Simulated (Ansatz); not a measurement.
RuS:

```
CELL_PARAMETERS angstrom
0.00000 2.54676 2.54676
2.54676 0.00000 2.54676
2.54676 2.54676 0.00000
ATOMIC_POSITIONS crystal
Ru 0.50000 0.50000 0.50000
S 0.00000 0.00000 0.00000
```

The cell comes from a database or a generator and needn't be the stable form of this composition.

Base run:

- Program: Ansatz 0.2.0
- Functional: LDA
- Potentials or basis: all-electron LAPW, scalar-relativistic
- Cutoff: 238 eV (chosen from the basis error)
- Basis error allowed: 0.001 eV/atom
- k mesh: 6 × 6 × 6
- Occupations: gaussian, width 0.05 eV
- Spin: collinear spin, ferromagnetic start
- Starting moments: [1.0, 0.0] μB
- Hubbard terms: Ru d U = 4 eV

Its results: pressure -16.8 GPa.

Task: The run is repeated on the same cell with these changes: moments at the start from [1.0, 0.0] to [4.0, 0.0]; fixed moment from none to 4 μB. What comes out?

Result: Pressure 15.0 GPa; site moments Ru +3.29; S +0.43 μB.

Caveats: the k mesh is thin for a metal, which can move the energy by tens of meV per atom; U is the effective U less J, on atomic orbitals that reach past the spheres; the starting moments weren't kept (some runs); the total moment is fixed, so each spin has its own Fermi level (some runs).
